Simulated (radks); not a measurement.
# Pb³⁺ in [Xe] 4f14 5d10 6s0.75 5f0.25: an all-electron calculation

Aim: the levels, the sizes of the orbitals and the parts of the energy of the lead ion Pb3+.

Method: scalar-relativistic Kohn-Sham, AM05, spin-polarised, spherical densities, finite nucleus; open shells are filled with parallel spins first. Code: radks (a radial shooting solver on a logarithmic mesh, Libxc functionals) version 1.

## 1. What is computed

```
element            : lead (Z = 82)
charge             : +3
electrons          : 79
configuration      : [Xe] 4f14 5d10 6s0.75 5f0.25
nuclear rms radius : 5.5012 fm
```

## 2. The calculation

Settings of this run:

```text
Z 82
configuration [Xe] 4f14 5d10 6s0.75 5f0.25 6p0 7s0
relativity scalar-relativistic
functional am05,am05
spin polarised
nucleus finite rms 5.5012 fm
c 137.035999084
```

**Question.** What will this run give?

**Answer**, as computed:

| quantity | value |
| --- | --- |
| total energy | -20863.1626 hartree |
| exchange-correlation share of it | 1.80 % |
| −T/E | 1.1292 |
| highest occupied level | 5f up, -11.179 eV |
| most extended occupied level | 5f up, <r> = 3.81 bohr |
| radius at density 0.001 e/bohr³ | 3.49 bohr |
| maxima of the radial density | 4 |

The radial density shows 4 maxima for 6 occupied principal shells; where shells overlap, one shows as a shoulder or not at all. −T/E is 1.129: with relativity the kinetic term as defined here no longer equals −E. This is not the tabulated ground configuration, so its levels and sizes aren't those of the ground state, and no measured value stands beside it.
